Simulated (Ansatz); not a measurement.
# C4H12ClNSi: a dynamics run in two tries

The task is a short trajectory. SMILES of the start: CN(C)[Si](C)(C)Cl.

All numbers below are computed with Ansatz 0.2.0 (RHF/STO-3G).

1 further run of the same task is left out (for a known fault of the program). Runs told in other sessions of the task aren't counted.

### 1 Starting point

Bond lengths (14 of 18 bonds, heavy atoms first): Si1–Cl2 2.058 Å, Si1–N3 1.765 Å, N3–C4 1.476 Å, N3–C8 1.454 Å, Si1–C12 1.852 Å, Si1–C16 1.887 Å, C4–H5 1.065 Å, C4–H6 1.098 Å, C4–H7 1.124 Å, C8–H9 1.073 Å, C8–H10 1.089 Å, C8–H11 1.086 Å, C12–H13 1.116 Å, C12–H14 1.050 Å. Angles (14 of 33 angles, heavy atoms first): Cl2–Si1–N3 104.9°, Cl2–Si1–C12 111.4°, Cl2–Si1–C16 109.8°, N3–Si1–C12 108.9°, N3–Si1–C16 110.1°, C12–Si1–C16 111.4°, Si1–N3–C4 115.8°, Si1–N3–C8 118.4°, C4–N3–C8 111.6°, N3–C4–H5 115.4°, N3–C4–H6 113.2°, N3–C4–H7 107.6°, N3–C8–H9 112.3°, N3–C8–H10 109.6°.

As a file:

```xyz
19

Si   -0.0216   -0.0239   -0.1565
Cl    0.3647   -0.1983    1.8577
N     1.5679    0.0287   -0.9216
C     2.4163   -1.1628   -0.7253
H     1.9128   -2.0987   -0.7909
H     3.2220   -1.2476   -1.4670
H     2.8298   -1.1174    0.3192
C     2.3411    1.2570   -0.8279
H     3.0815    1.3329   -1.6015
H     1.6988    2.1092   -1.0425
H     2.8531    1.3170    0.1275
C    -0.9238    1.5481   -0.5388
H    -1.9389    1.6658   -0.0910
H    -0.4109    2.3704   -0.1353
H    -0.9941    1.6605   -1.6305
C    -0.9820   -1.5329   -0.7568
H    -2.0291   -1.4351   -0.8945
H    -0.6190   -1.6035   -1.8179
H    -0.6260   -2.4439   -0.2903
```

### 2 First attempt

The input, input.yaml:

```yaml
crystal:
  periodic: [false, false, false]
  atoms:
    - { symbol: Si, position_ang: [-0.021568, -0.02395, -0.156457] }
    - { symbol: Cl, position_ang: [0.364747, -0.19835, 1.857664] }
    - { symbol: "N", position_ang: [1.567894, 0.028661, -0.921642] }
    - { symbol: C, position_ang: [2.41627, -1.162811, -0.725313] }
    - { symbol: H, position_ang: [1.912778, -2.098731, -0.79086] }
    - { symbol: H, position_ang: [3.221988, -1.247634, -1.466979] }
    - { symbol: H, position_ang: [2.829832, -1.117411, 0.319206] }
    - { symbol: C, position_ang: [2.341103, 1.257, -0.827929] }
    - { symbol: H, position_ang: [3.081467, 1.332947, -1.601533] }
    - { symbol: H, position_ang: [1.698803, 2.109209, -1.042499] }
    - { symbol: H, position_ang: [2.853084, 1.316952, 0.127501] }
    - { symbol: C, position_ang: [-0.923833, 1.548065, -0.53878] }
    - { symbol: H, position_ang: [-1.938851, 1.665803, -0.090965] }
    - { symbol: H, position_ang: [-0.410852, 2.370422, -0.135336] }
    - { symbol: H, position_ang: [-0.994105, 1.660469, -1.630491] }
    - { symbol: C, position_ang: [-0.981983, -1.532903, -0.756842] }
    - { symbol: H, position_ang: [-2.029096, -1.435121, -0.894532] }
    - { symbol: H, position_ang: [-0.619049, -1.603484, -1.817919] }
    - { symbol: H, position_ang: [-0.626008, -2.443852, -0.290332] }
basis:
  gaussian: { orbitals: STO-3G }
hamiltonian:
  xc: hf
md:
  timestep: 3.0
  n_steps: 25
  ensemble: nve
  temperature: 50.0
  initial_velocities: maxwell_boltzmann
  seed: 713699
  friction: 0.01
```

Command:

```sh
> ansatz run input.yaml --threads 1 --pin off --max-ram 2048MiB --backend cpu --events-out ev --progress --plain --runs-dir out
```

Q: Predict the outcome of this session. Wanted: first try.

**Answer**, as computed:

| quantity | value |
| --- | --- |
| first try | refused |
| cause | friction belongs to the Langevin ensembles, and this run is at constant energy |

The fault in the first input was caught at the input check and cost nothing.
